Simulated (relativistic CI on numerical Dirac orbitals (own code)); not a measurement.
**Pb XIII (Pb¹²⁺): levels and lines**

What are the lowest levels and the strongest lines of Pb¹²⁺? One CI run answers it; runs with one setting changed show what the result hangs on.

Program: relativistic CI on numerical Dirac orbitals (own code) version 4. Level of theory: Dirac-Coulomb-Breit CI, KLI orbitals optimised for each configuration, model QED (radiative potential, 1s self-energy scaled to tabulated hydrogen-like ionisation energies). These are calculated values, not measurements, unless marked.

## (1) Starting point

| Item | Value |
| --- | --- |
| ion | Pb¹²⁺ (Pb XIII) |
| nuclear charge | 82 |
| electrons | 70 |
| isotope | A = 208 |
| first configuration typed | [Xe] 4f14 5d2 |

Outer shells as boxes (Hund's rule):

first configuration typed
```
[Xe] core
4f [↑↓][↑↓][↑↓][↑↓][↑↓][↑↓][↑↓]
5d [↑ ][↑ ][  ][  ][  ]
```

## (2) CI with the chosen configurations

The run's settings:

```ini
atom Pb  Z=82  charge=12  electrons=70
nucleus A=208  rms_radius_fm=5.5012
hamiltonian dirac-coulomb  breit=on  qed=on  c_scale=1
orbitals kli  potential=per-configuration
slater_scale 1
correlation none
mixing on
configurations
  [Xe] 4f14 5d2
  [Xe] 4f14 5d 5f
  [Xe] 4f14 5d 6s
  [Kr] 4d10 4f14 5s2 5p5 5d3
  [Xe] 4f14 5f2
  [Xe] 4f14 6s2
  [Xe] 4f14 5d 6p
  [Xe] 4f14 5d 5g
  [Kr] 4d10 4f14 5s 5p6 5d3
  [Xe] 4f14 6s 6p
  [Xe] 4f14 5f 6s
  [Kr] 4d10 4f14 5s2 5p5 5d2 5f
  [Xe] 4f14 5d 6d
  [Xe] 4f14 6p2
  [Xe] 4f14 5f 6p
end
```

Started as:

```
python run_levels.py task.json out
```

One command runs all members of the session, one after another, from task.json.

The program writes no log. Results of the run, from its result record (rounded, main fields):

```text
status: converged
levels [i, E_cm, J2, conf, term, w_term, jj, w_jj, g, tau_s, A_per_gI_MHz, B_per_Q_MHz]:
  - [0, 0, 4, "5s2 5p6 5d2", "3F", 0.8202, "5d3/2^2", 0.9572, 0.7305, "-", 5292, 636]
  - [1, 26399.194, 0, "5s2 5p6 5d2", "3P", 0.8495, "5d3/2^2", 0.9048, "-", 0.8324, "-", "-"]
  - [2, 26996.14, 6, "5s2 5p6 5d2", "3F", 0.9913, "5d3/2 5d5/2", 0.9913, 1.083, 0.002398, 2994, 1422]
  - [3, 41053.634, 4, "5s2 5p6 5d2", "3P", 0.4707, "5d3/2 5d5/2", 0.9531, 1.192, 0.003584, 2439, -2033]
  - [4, 42090.679, 8, "5s2 5p6 5d2", "3F", 0.6112, "5d3/2 5d5/2", 0.8113, 1.153, 0.02322, 2928, 5123]
  - [5, 44951.222, 2, "5s2 5p6 5d2", "3P", 0.9901, "5d3/2 5d5/2", 0.9901, 1.5, 0.007535, -272.5, 1575]
  - [6, 67616.914, 8, "5s2 5p6 5d2", "1G", 0.6105, "5d5/2^2", 0.8114, 1.095, 0.001535, 2372, 6263]
  - [7, 74443.377, 4, "5s2 5p6 5d2", "3P", 0.5042, "5d5/2^2", 0.9826, 1.241, 0.001286, 2056, -2513]
  - [8, 113573.11, 0, "5s2 5p6 5d2", "1S", 0.8515, "5d5/2^2", 0.9062, "-", 0.000383, "-", "-"]
  - [9, 422211.11, 2, "5s2 5p6 5d 6s", "3D", 0.9981, "5d3/2 6s", 0.9981, 0.4977, 7.227e-07, -3.294e+04, 1903]
  - [10, 425138.83, 4, "5s2 5p6 5d 6s", "3D", 0.7235, "5d3/2 6s", 0.9797, 1.12, 6.46e-07, 4.236e+04, 3533]
  - [11, 453724.83, 6, "5s2 5p6 5d 6s", "3D", 0.9979, "5d5/2 6s", 0.9979, 1.333, 6.771e-07, 2.812e+04, 4371]
  - [12, 460345.83, 4, "5s2 5p6 5d 6s", "1D", 0.7218, "5d5/2 6s", 0.979, 1.045, 5.595e-07, -2.276e+04, 3802]
  - [13, 525924.55, 4, "5s2 5p5 5d3", "5F*", 0.3302, "5p3/2^3 5d3/2^3", 0.7743, 1.154, 2.491e-09, 8307, 3744]
  - [14, 528462.08, 2, "5s2 5p5 5d3", "5D*", 0.4793, "5p3/2^3 5d3/2^3", 0.7274, 1.006, 1.416e-09, 9873, 1.266e+04]
  - [15, 534393.59, 0, "5s2 5p5 5d3", "5D*", 0.8608, "5p3/2^3 5d3/2^3", 0.6269, "-", 3.149e-09, "-", "-"]
  - [16, 537941.59, 6, "5s2 5p5 5d3", "5F*", 0.4696, "5p3/2^3 5d3/2^2 5d5/2", 0.7042, 1.236, 2.53e-09, 6438, -6903]
  - [17, 547801.02, 4, "5s2 5p5 5d3", "5S*", 0.4952, "5p3/2^3 5d3/2^2 5d5/2", 0.7797, 1.769, 3.607e-08, 5303, -6621]
  - [18, 548954.62, 8, "5s2 5p5 5d3", "5F*", 0.4568, "5p3/2^3 5d3/2^2 5d5/2", 0.7079, 1.292, 6.977e-09, 5342, -8828]
  - [19, 550787.05, 6, "5s2 5p5 5d3", "5D*", 0.2576, "5p3/2^3 5d3/2^3", 0.634, 1.196, 2.584e-09, 7365, -1.953e+04]
  - [20, 555983.56, 4, "5s2 5p5 5d3", "3F*", 0.3327, "5p3/2^3 5d3/2^2 5d5/2", 0.6163, 0.9373, 7.121e-11, 5569, 2514]
  - [21, 557610.56, 4, "5s2 5p6 5d 6p", "3F*", 0.501, "5d3/2 6p1/2", 0.6999, 0.866, 4.07e-11, 1.188e+04, 4045]
  - [22, 560180.51, 2, "5s2 5p5 5d3", "3D*", 0.3804, "5p3/2^3 5d3/2^2 5d5/2", 0.8081, 0.8418, 1.336e-10, -2207, -1611]
  - [23, 560473.94, 10, "5s2 5p5 5d3", "5G*", 0.4056, "5p3/2^3 5d3/2^2 5d5/2", 0.6415, 1.265, 5.489e-09, 5345, -1.588e+04]
  - [24, 563396.33, 8, "5s2 5p5 5d3", "5D*", 0.35, "5p3/2^3 5d3/2^2 5d5/2", 0.7693, 1.265, 1.883e-09, 4223, -5036]
  - "... 175 more rows left out ..."
lines, the strongest and those to the lowest levels [upper, lower, type, S_au, A_per_s, branching]:
  - [2, 0, "M1", 5.5, 417, 0.9999]
  - [6, 2, "M1", 2.577, 517.6, 0.7948]
  - [9, 0, "E2", 1.198, 6e+05, 0.4337]
  - [9, 2, "E2", 0.8851, 3.186e+05, 0.2303]
  - [10, 0, "E2", 1.606, 4.995e+05, 0.3227]
  - [10, 1, "E2", 0.5499, 1.242e+05, 0.08021]
  - [10, 2, "E2", 1.589, 3.56e+05, 0.23]
  - [11, 2, "E2", 1.192, 2.698e+05, 0.1827]
  - [12, 2, "E2", 0.5309, 1.817e+05, 0.1017]
  - [103, 4, "E1", 2.518, 1.438e+11, 0.4637]
  - [103, 6, "E1", 3.267, 1.663e+11, 0.5363]
  - [112, 4, "E1", 3.845, 2.361e+11, 0.6661]
  - [113, 2, "E1", 2.721, 2.181e+11, 0.5878]
  - [114, 0, "E1", 8.179, 9.618e+11, 0.9431]
  - [124, 2, "E1", 4.433, 4.93e+11, 0.8486]
  - [125, 2, "E1", 2.736, 3.939e+11, 0.667]
  - [129, 0, "E1", 1.671, 3.783e+11, 0.5135]
  - [130, 4, "E1", 6.337, 5.582e+11, 0.8995]
  - [149, 4, "E1", 1.337, 2.176e+11, 0.3986]
  - [154, 0, "E1", 1.817, 8.232e+11, 0.5959]
  - [154, 1, "E1", 1.262, 5.216e+11, 0.3776]
  - [160, 2, "E1", 1.237, 2.305e+11, 0.3109]
  - [160, 3, "E1", 2.079, 3.69e+11, 0.4976]
  - [162, 4, "E1", 6.958, 9.596e+11, 0.8314]
  - [163, 4, "E1", 3.094, 5.514e+11, 0.7535]
  - [164, 2, "E1", 1.464, 3.906e+11, 0.3331]
  - [164, 5, "E1", 2.865, 7.178e+11, 0.6122]
  - [165, 6, "E1", 7.861, 8.299e+11, 0.8914]
  - [166, 3, "E1", 2.101, 9.149e+11, 0.6575]
  - [168, 6, "E1", 7.908, 1.066e+12, 0.8601]
  - [169, 7, "E1", 4.733, 8.034e+11, 0.8055]
  - [170, 6, "E1", 3.264, 5.756e+11, 0.6998]
  - [171, 7, "E1", 3.359, 8.096e+11, 0.9895]
  - [172, 7, "E1", 2.648, 1.067e+12, 0.9724]
  - [173, 8, "E1", 2.449, 9.577e+11, 0.9718]
  - [194, 11, "E1", 4.833, 2.645e+11, 0.9979]
n_levels_all: 742
total_energy [Ha]: -20830.022087
configurations [conf, odd, states, E_av_cm, breit_Ha, qed_Ha, corr_Ha]:
  - ["5s2 5p6 5d2", 0, 45, 57848, 24.73, 17.04, "-"]
  - ["5s2 5p6 5d 5f", 1, 140, 676992, 24.72, 17.04, "-"]
  - ["5s2 5p6 5d 6s", 0, 20, 445391, 24.73, 17.05, "-"]
  - ["5s2 5p5 5d3", 1, 720, 697825, 24.72, 17.04, "-"]
  - ["5s2 5p6 5f2", 0, 91, 1.3085e+06, 24.72, 17.04, "-"]
  - ["5s2 5p6 6s2", 0, 1, 854677, 24.73, 17.05, "-"]
  - ["5s2 5p6 5d 6p", 1, 60, 625079, 24.73, 17.04, "-"]
  - ["5s2 5p6 5d 5g", 0, 180, 1.07512e+06, 24.72, 17.04, "-"]
  - ["5s 5p6 5d3", 0, 240, 1.2378e+06, 24.72, 17.03, "-"]
  - ["5s2 5p6 6s 6p", 1, 12, 1.02408e+06, 24.73, 17.05, "-"]
  - ["5s2 5p6 5f 6s", 1, 28, 1.07804e+06, 24.73, 17.05, "-"]
  - ["5s2 5p5 5d2 5f", 0, 3780, 1.31284e+06, 24.71, 17.04, "-"]
  - ["5s2 5p6 5d 6d", 0, 100, 864176, 24.73, 17.04, "-"]
  - ["5s2 5p6 6p2", 0, 15, 1.21578e+06, 24.73, 17.04, "-"]
  - "... 1 more rows left out ..."
radial 5s2 5p6 5d2 [Ha, bohr]: {"<r^-3>(5d)": 35.062, "<r^1>(5d)": 1.0618, "<r^2>(5d)": 1.2659, "<r^4>(5d)": 2.2989, "F2(5d,5d)": 0.45545, "F4(5d,5d)": 0.31225, "zeta(5d)": 0.056505}
radial 5s2 5p6 5d 5f [Ha, bohr]: {"<r^-3>(5d)": 35.4, "<r^1>(5d)": 1.0597, "<r^2>(5d)": 1.2618, "<r^4>(5d)": 2.2921, "zeta(5d)": 0.057525, "<r^-3>(5f)": 5.1304, "<r^1>(5f)": 1.3626, "<r^2>(5f)": 2.1024, "<r^4>(5f)": 6.5464, "<r^6>(5f)": 27.845, "F2(5d,5f)": 0.36697, "F4(5d,5f)": 0.2419, "G1(5d,5f)": 0.43568, "G3(5d,5f)": 0.2743, "G5(5d,5f)": 0.19792, "zeta(5f)": 0.0048457}
ionisation_energy [eV]: 224.453
```

Wall time 2.5 s (1 thread of AMD EPYC 7R43 (Zen 3), shared host).

The lowest levels, by name:

```csv
level,energy (cm⁻¹),LS purity (%),jj purity (%),radiative lifetime (s)
5d2 3F2,0.0,82,96,-
5d2 3P0,26399,85,90,0.83
5d2 3F3,26996,99,99,0.0024
5d2 [5d3/2 5d5/2] J=2,41054,47,95,0.0036
5d2 [5d3/2 5d5/2] J=4,42091,61,81,0.023
5d2 3P1,44951,99,99,0.0075
5d2 [5d5/2^2] J=4,67617,61,81,0.0015
5d2 [5d5/2^2] J=2,74443,50,98,0.0013
5d2 1S0,113573,85,91,0.00038
5d 6s 3D1,422211,100,100,7.2e-07
5d 6s [5d3/2 6s] J=2,425139,72,98,6.5e-07
5d 6s 3D3,453725,100,100,6.8e-07
5d 6s [5d5/2 6s] J=2,460346,72,98,5.6e-07
5p5 5d3 [5p3/2^3 5d3/2^3] J=2°,525925,33,77,2.5e-09
```

Where the configurations lie:

```csv
configuration,levels among the lowest 60,parity,lowest (cm⁻¹),highest (cm⁻¹)
5d2,9,even,0.0,113573
5d 6s,4,even,422211,460346
5p5 5d3,40,odd,525925,621300
5d 6p,5,odd,557611,620966
5d 5f,2,odd,602661,618250
```

Strongest E1 lines among the lowest 200 of 742 levels, by gA:

```csv
upper,lower,wavelength (nm),A (1/s)
5p5 5d3 1G°4 (iii),5d2 [5d5/2^2] J=4,11.87,1.07e+12
5p5 5d3 [5p1/2 5p3/2^4 5d3/2 5d5/2^2] J=5° (ii),5d2 [5d5/2^2] J=4,12.04,8.3e+11
5p5 5d3 3F°4 (vi),5d2 [5d3/2 5d5/2] J=4,11.77,9.6e+11
5d 5f 3G°3 + 5p5 5d3 3G°,5d2 3F2,13.50,9.62e+11
5p5 5d3 [5p1/2 5p3/2^4 5d3/2^2 5d5/2] J=5°,5d2 [5d3/2 5d5/2] J=4,12.79,5.58e+11
5p5 5d3 [5p1/2 5p3/2^4 5d3/2 5d5/2^2] J=3° (iii),5d2 [5d5/2^2] J=2,11.95,8.03e+11
5p5 5d3 3H°4 + 3G° (ii),5d2 3F3,12.65,4.93e+11
5p5 5d3 [5p1/2 5p3/2^4 5d3/2 5d5/2^2] J=2° (iv),5d2 [5d5/2^2] J=2,11.89,8.1e+11
5p5 5d3 1F°3 + 3D° (vi),5d2 [5d5/2^2] J=4,11.80,5.76e+11
5p5 5d3 3D°3 + 3F° (ix),5d2 [5d3/2 5d5/2] J=4,11.75,5.51e+11
```

## (3) Slater integrals scaled by 0.9

The settings differ from step 2 so:

```diff
@@ -4,3 +4,3 @@
 orbitals kli  potential=per-configuration
-slater_scale 1
+slater_scale 0.9
 correlation none
```

Main fields:

```text
status: converged
levels [i, E_cm, J2, conf, term, w_term, w_jj]:
  - [0, 0, 4, "5s2 5p6 5d2", "3F", 0.8111, 0.9635]
  - [1, 24238.516, 0, "5s2 5p6 5d2", "3P", 0.8354, 0.9182]
  - [2, 27279.577, 6, "5s2 5p6 5d2", "3F", 0.9928, 0.9928]
  - [3, 39945.002, 4, "5s2 5p6 5d2", "3P", 0.4743, 0.9599]
  - [4, 41417.161, 8, "5s2 5p6 5d2", "3F", 0.5677, 0.8461]
  - [5, 43566.23, 2, "5s2 5p6 5d2", "3P", 0.9919, 0.9919]
  - [6, 66509.389, 8, "5s2 5p6 5d2", "1G", 0.5671, 0.8462]
  - [7, 73156.652, 4, "5s2 5p6 5d2", "3P", 0.5006, 0.9854]
  - [8, 107675.88, 0, "5s2 5p6 5d2", "1S", 0.8371, 0.9193]
  - [9, 419584.29, 2, "5s2 5p6 5d 6s", "3D", 0.9985, 0.9985]
  - [10, 422307.35, 4, "5s2 5p6 5d 6s", "3D", 0.7142, 0.9829]
  - [11, 451157.9, 6, "5s2 5p6 5d 6s", "3D", 0.9983, 0.9983]
  - [12, 457129.45, 4, "5s2 5p6 5d 6s", "1D", 0.7128, 0.9824]
  - [13, 528425.54, 4, "5s2 5p5 5d3", "5F*", 0.3163, 0.8027]
  - [14, 530937.98, 2, "5s2 5p5 5d3", "5D*", 0.4579, 0.7499]
  - [15, 536598.87, 0, "5s2 5p5 5d3", "5D*", 0.8355, 0.6696]
  - "... 184 more rows left out ..."
n_levels_all: 742
total_energy [Ha]: -20830.007693
configurations [conf, odd, states, E_av_cm, breit_Ha, qed_Ha, corr_Ha]:
  - ["5s2 5p6 5d2", 0, 45, 54689, 24.73, 17.04, "-"]
  - ["5s2 5p6 5d 5f", 1, 140, 673833, 24.72, 17.04, "-"]
  - ["5s2 5p6 5d 6s", 0, 20, 442232, 24.73, 17.05, "-"]
  - ["5s2 5p5 5d3", 1, 720, 694666, 24.72, 17.04, "-"]
  - ["5s2 5p6 5f2", 0, 91, 1.30534e+06, 24.72, 17.04, "-"]
  - ["5s2 5p6 6s2", 0, 1, 851518, 24.73, 17.05, "-"]
  - ["5s2 5p6 5d 6p", 1, 60, 621920, 24.73, 17.04, "-"]
  - ["5s2 5p6 5d 5g", 0, 180, 1.07196e+06, 24.72, 17.04, "-"]
  - ["5s 5p6 5d3", 0, 240, 1.23464e+06, 24.72, 17.03, "-"]
  - ["5s2 5p6 6s 6p", 1, 12, 1.02092e+06, 24.73, 17.05, "-"]
  - ["5s2 5p6 5f 6s", 1, 28, 1.07488e+06, 24.73, 17.05, "-"]
  - ["5s2 5p5 5d2 5f", 0, 3780, 1.30968e+06, 24.71, 17.04, "-"]
  - ["5s2 5p6 5d 6d", 0, 100, 861017, 24.73, 17.04, "-"]
  - ["5s2 5p6 6p2", 0, 15, 1.21262e+06, 24.73, 17.04, "-"]
  - "... 1 more rows left out ..."
ionisation_energy [eV]: 224.335
```

Run time: 2.5 s. Hardware: 1 thread of AMD EPYC 7R43 (Zen 3), shared host.

Shifts of the excitation energies against the main run, counted from its lowest level (cm⁻¹):

```csv
level,main run,shift
5d2 3P0,26399,-2160.7
5d2 3F3,26996,+283.4
5d2 [5d3/2 5d5/2] J=2,41054,-1108.6
5d2 [5d3/2 5d5/2] J=4,42091,-673.5
5d2 3P1,44951,-1385.0
5d2 [5d5/2^2] J=4,67617,-1107.5
5d2 [5d5/2^2] J=2,74443,-1286.7
5d2 1S0,113573,-5897.2
5d 6s 3D1,422211,-2626.8
5d 6s [5d3/2 6s] J=2,425139,-2831.5
5d 6s 3D3,453725,-2566.9
5d 6s [5d5/2 6s] J=2,460346,-3216.4
```

## (4) Non-relativistic limit (c × 1000)

The settings differ from step 3 so:

```diff
@@ -2,5 +2,5 @@
 nucleus A=208  rms_radius_fm=5.5012
-hamiltonian dirac-coulomb  breit=on  qed=on  c_scale=1
+hamiltonian dirac-coulomb  breit=off  qed=off  c_scale=1000
 orbitals kli  potential=per-configuration
-slater_scale 0.9
+slater_scale 1
 correlation none
```

Main fields:

```text
status: converged
levels [i, E_cm, J2, conf, term, w_term, w_jj]:
  - [0, 0, 4, "5s2 5p6 5d2", "3F", 0.989, 0.6646]
  - [1, 0.018965392, 6, "5s2 5p6 5d2", "3F", 0.989, 0.989]
  - [2, 0.04425604, 8, "5s2 5p6 5d2", "3F", 0.989, 0.7912]
  - [3, 16519.684, 4, "5s2 5p6 5d2", "1D", 0.9878, 0.4741]
  - [4, 17449.268, 0, "5s2 5p6 5d2", "3P", 0.9868, 0.5921]
  - [5, 17449.274, 2, "5s2 5p6 5d2", "3P", 0.9868, 0.9868]
  - [6, 17449.287, 4, "5s2 5p6 5d2", "3P", 0.9868, 0.4973]
  - [7, 24591.123, 8, "5s2 5p6 5d2", "1G", 0.9876, 0.7901]
  - [8, 69356.04, 0, "5s2 5p6 5d2", "1S", 0.9913, 0.5948]
  - [9, 476592.99, 4, "5s2 5p5 5d3", "5S*", 1, 0.3268]
  - [10, 483375.86, 0, "5s2 5p5 5d3", "5D*", 1, 0.3802]
  - [11, 483375.86, 2, "5s2 5p5 5d3", "5D*", 1, 0.2869]
  - [12, 483375.86, 4, "5s2 5p5 5d3", "5D*", 1, 0.2979]
  - [13, 483375.87, 6, "5s2 5p5 5d3", "5D*", 1, 0.31]
  - [14, 483375.88, 8, "5s2 5p5 5d3", "5D*", 1, 0.408]
  - [15, 490577.89, 2, "5s2 5p5 5d3", "5F*", 1, 0.2763]
  - "... 184 more rows left out ..."
n_levels_all: 742
total_energy [Ha]: -19480.892156
configurations [conf, odd, states, E_av_cm, breit_Ha, qed_Ha, corr_Ha]:
  - ["5s2 5p6 5d2", 0, 45, 26800.6, 0, 0, "-"]
  - ["5s2 5p6 5d 5f", 1, 140, 643248, 0, 0, "-"]
  - ["5s2 5p6 5d 6s", 0, 20, 524557, 0, 0, "-"]
  - ["5s2 5p5 5d3", 1, 720, 562862, 0, 0, "-"]
  - ["5s2 5p6 5f2", 0, 91, 1.27125e+06, 0, 0, "-"]
  - ["5s2 5p6 6s2", 0, 1, 1.0486e+06, 0, 0, "-"]
  - ["5s2 5p6 5d 6p", 1, 60, 644810, 0, 0, "-"]
  - ["5s2 5p6 5d 5g", 0, 180, 1.06013e+06, 0, 0, "-"]
  - ["5s 5p6 5d3", 0, 240, 912004, 0, 0, "-"]
  - ["5s2 5p6 6s 6p", 1, 12, 1.15766e+06, 0, 0, "-"]
  - ["5s2 5p6 5f 6s", 1, 28, 1.15492e+06, 0, 0, "-"]
  - ["5s2 5p5 5d2 5f", 0, 3780, 1.17368e+06, 0, 0, "-"]
  - ["5s2 5p6 5d 6d", 0, 100, 850692, 0, 0, "-"]
  - ["5s2 5p6 6p2", 0, 15, 1.28858e+06, 0, 0, "-"]
  - "... 1 more rows left out ..."
```

It took 1.6 s on 1 thread of AMD EPYC 7R43 (Zen 3), shared host.

Shifts of the excitation energies against the main run, counted from its lowest level (cm⁻¹): (levels that can't be paired are left out)

```csv
level,main run,shift
5d2 3P0,26399,-8949.9
5d2 3F3,26996,-26996.1
5d2 [5d3/2 5d5/2] J=4,42091,-42090.6
5d2 3P1,44951,-27501.9
5d2 [5d5/2^2] J=4,67617,-43025.8
5d2 [5d5/2^2] J=2,74443,-56994.1
5d2 1S0,113573,-44217.1
5d 6s 3D1,422211,+98970.5
5d 6s [5d3/2 6s] J=2,425139,+96042.8
5d 6s 3D3,453725,+67456.8
5d 6s [5d5/2 6s] J=2,460346,+67328.1
```

## (5) The first configuration alone

The run's settings:

```ini
atom Pb  Z=82  charge=12  electrons=70
nucleus A=208  rms_radius_fm=5.5012
hamiltonian dirac-coulomb  breit=on  qed=on  c_scale=1
orbitals kli  potential=per-configuration
slater_scale 1
correlation none
mixing on
configurations
  [Xe] 4f14 5d2
end
```

Main fields:

```text
status: converged
levels [i, E_cm, J2, conf, term, w_term, w_jj]:
  - [0, 0, 4, "5d2", "3F", 0.8319, 0.9633]
  - [1, 26959.899, 6, "5d2", "3F", 1, 1]
  - [2, 27183.103, 0, "5d2", "3P", 0.8503, 0.9196]
  - [3, 41843.87, 4, "5d2", "3P", 0.4723, 0.9594]
  - [4, 42589.794, 8, "5d2", "3F", 0.6405, 0.7996]
  - [5, 45983.177, 2, "5d2", "3P", 1, 1]
  - [6, 68515.008, 8, "5d2", "1G", 0.6405, 0.7996]
  - [7, 75199.232, 4, "5d2", "3P", 0.5131, 0.9917]
  - [8, 111780.17, 0, "5d2", "1S", 0.8503, 0.9196]
n_levels_all: 9
total_energy [Ha]: -20829.966158
configurations [conf, odd, states, E_av_cm, breit_Ha, qed_Ha, corr_Ha]:
  - ["5d2", 0, 45, 45573.1, 24.73, 17.04, "-"]
```

Run time: 0.15 s. Hardware: 1 thread of AMD EPYC 7R43 (Zen 3), shared host.

Shifts of the excitation energies against the main run, counted from its lowest level (cm⁻¹): (levels that can't be paired are left out)

```csv
level,main run,shift
5d2 3P0,26399,+783.9
5d2 3F3,26996,-36.2
5d2 [5d3/2 5d5/2] J=2,41054,+790.2
5d2 [5d3/2 5d5/2] J=4,42091,+499.1
5d2 3P1,44951,+1032.0
5d2 [5d5/2^2] J=4,67617,+898.1
5d2 [5d5/2^2] J=2,74443,+755.9
5d2 1S0,113573,-1792.9
```

## (6) What each setting moved

| run | time | mean size of shift, levels followed (cm⁻¹) | lowest level | ionisation energy (eV) |
| --- | --- | --- | --- | --- |
| main run | 2.5 s | 0 | 5d2 3F2 | 224.45 |
| Slater integrals scaled by 0.9 | 2.5 s | 2095 | 5d2 3F2 | 224.34 |
| non-relativistic limit (c × 1000) | 1.6 s | 52689 | 5d2 3F2 | - |
| the first configuration alone | 0.15 s | 824 | 5d2 3F2 | - |

The tabulated theoretical ionisation energy (NIST) is 224 eV.

## (7) Summary of results

| quantity | value |
| --- | --- |
| lowest level | 5d2 3F2 |
| first excitation | 5d2 3P0, 26399 cm⁻¹ |
| lowest level of the other parity | 5p5 5d3 [5p3/2^3 5d3/2^3] J=2°, 525925 cm⁻¹ |
| levels in the model | 742 |
| fastest E1 line (by rate) to the lowest level among the lowest 200 of 742 levels | 13.50 nm, from 5d 5f 3G°3 + 5p5 5d3 3G° |
| ionisation energy | 224.45 eV |
| ionisation energy, tabulated theoretical (NIST) | 224 eV |

**Reading.** The lowest level is 5d2 3F2, 82 % pure in LS and 96 % in jj coupling; over the low levels the means are 73 and 92 %, so jj coupling describes them better. The ionisation energy agrees with the tabulated theoretical value within its uncertainty of 3 eV. The largest mover is «non-relativistic limit (c × 1000)» (52689 cm⁻¹ on average). Lifetimes count radiative decay inside the model alone.
